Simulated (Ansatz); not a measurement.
**CH2BNS: up Jacob's ladder to CCSD(T)**

Aim: compute CH2BNS with functionals from several rungs and with coupled cluster, and see how far each lands from CCSD(T) at the basis-set limit for the atomisation energy.

Computed with Ansatz 0.2.0, Gaussian basis. Level: functionals in def2-TZVPP, the program's frozen cores in correlated methods.

Plan: LDA (SPW92), PBE-D4, revPBE-D4, BLYP-D4, r2SCAN-D4, B97M-V, PBE0-D4, B3LYP-D4, r2SCANh-D4, r2SCAN0-D4, HSE06-D4, BHLYP-D4, CAM-B3LYP-D4, LC-ωPBE, ωB97X-V, ωB97M-V, B2PLYP, PBE-QIDH; CCSD(T)/def2-SVP; CCSD(T)/def2-TZVPP; MP2/def2-QZVPP; extrapolation to the limit; RPA on PBE.

### Step 1. Structure used throughout

The geometry comes from an earlier relaxation with PBE0-D4 in a triple-zeta def2 set; it is a stationary point.

SMILES `S=C1BN1`, 6 atoms, charge 0, spin multiplicity 1.

Atoms are counted from 1 here; the program's logs count them from 0.

Bond lengths: S1–C2 1.608 Å, C2–B3 1.516 Å, C2–N4 1.373 Å, B3–N4 1.382 Å, B3–H5 1.181 Å, N4–H6 1.012 Å. Angles: S1–C2–B3 164.8°, S1–C2–N4 138.2°, B3–C2–N4 56.9°, C2–B3–N4 56.3°, C2–B3–H5 160.7°, N4–B3–H5 142.9°, C2–N4–B3 66.8°, C2–N4–H6 136.5°, B3–N4–H6 156.7°.

### Step 2. LDA

This LDA is Slater exchange with PW92 correlation.

in.yaml

```yaml
crystal:
  periodic: [false, false, false]
  atoms:
    - {symbol: S, position_ang: [-0.265991, -1.993892, 1.235944]}
    - {symbol: C, position_ang: [0.034636, -0.714539, 0.309482]}
    - {symbol: B, position_ang: [0.594041, 0.247866, -0.719851]}
    - {symbol: N, position_ang: [-0.433222, 0.566633, 0.148666]}
    - {symbol: H, position_ang: [1.257403, 0.682516, -1.594391]}
    - {symbol: H, position_ang: [-1.144767, 1.147315, 0.574051]}
basis:
  gaussian: {orbitals: def2-TZVPP}
hamiltonian: {xc: lda}
output: {orbitals: {seedname: orbitals}}
```

Started as:

```sh
ansatz run in.yaml --threads 2 --pin off --events-out ev --progress --plain --max-ram 4352MiB
```

Further steps of the session: PBE-D4 (GGA); revPBE-D4 (GGA); BLYP-D4 (GGA); r2SCAN-D4 (meta-GGA); B97M-V (meta-GGA); PBE0-D4 (hybrid); B3LYP-D4 (hybrid); r2SCANh-D4 (hybrid); r2SCAN0-D4 (hybrid); HSE06-D4 (hybrid); BHLYP-D4 (hybrid); CAM-B3LYP-D4 (range-separated); LC-ωPBE (range-separated); ωB97X-V (range-separated); ωB97M-V (range-separated); B2PLYP (double hybrid); PBE-QIDH (double hybrid); CCSD(T) in def2-SVP; CCSD(T) in def2-TZVPP; MP2 in def2-QZVPP; RPA on PBE orbitals.

Before running them: what should the planned runs give, taken together? Wanted: atomisation energy, CCSD(T)/CBS; farthest beyond LDA; mean size of error, GGA; mean size of error, meta-GGA; mean size of error, hybrid; mean size of error, range-separated; mean size of error, double hybrid; gap, smallest and largest; T1 diagnostic.

**Answer**, as computed:

| quantity | value |
| --- | --- |
| atomisation energy, CCSD(T)/CBS | 23.737 eV |
| functionals within 0.119 eV (0.5 %) | B2PLYP |
| farthest beyond LDA | PBE-D4 (+1.563 eV) |
| mean size of error, GGA | 0.985 eV |
| mean size of error, meta-GGA | 0.554 eV |
| mean size of error, hybrid | 0.501 eV |
| mean size of error, range-separated | 0.376 eV |
| mean size of error, double hybrid | 0.124 eV |
| gap, smallest and largest | 2.32 eV (LDA (SPW92)), 9.48 eV (LC-ωPBE) |
| T1 diagnostic | 0.0180 |
| triples share of the correlation energy | 5.1 % |

**Reading.** LDA overbinds by 4.878 eV (21 %). PBE-D4 misses by +1.563 eV. Double hybrids carry the basis error of their MP2 part in triple zeta, and no dispersion term here, so their miss is partly the set-up's. Taken by rung, double hybrid functionals do best (0.124 eV on average) and GGA ones worst beyond LDA (0.985 eV). Misses under about 0.119 eV are within the doubt on the reference itself, which lacks core-valence correlation, relativity and higher excitations. Hartree-Fock recovers 67 % of the binding; the rest is correlation. CCSD(T) in def2-SVP is off by -1.432 eV, which most functionals beat. The gap grows from 2.3 to 9.5 eV across the functionals, mostly with the share of exact exchange.
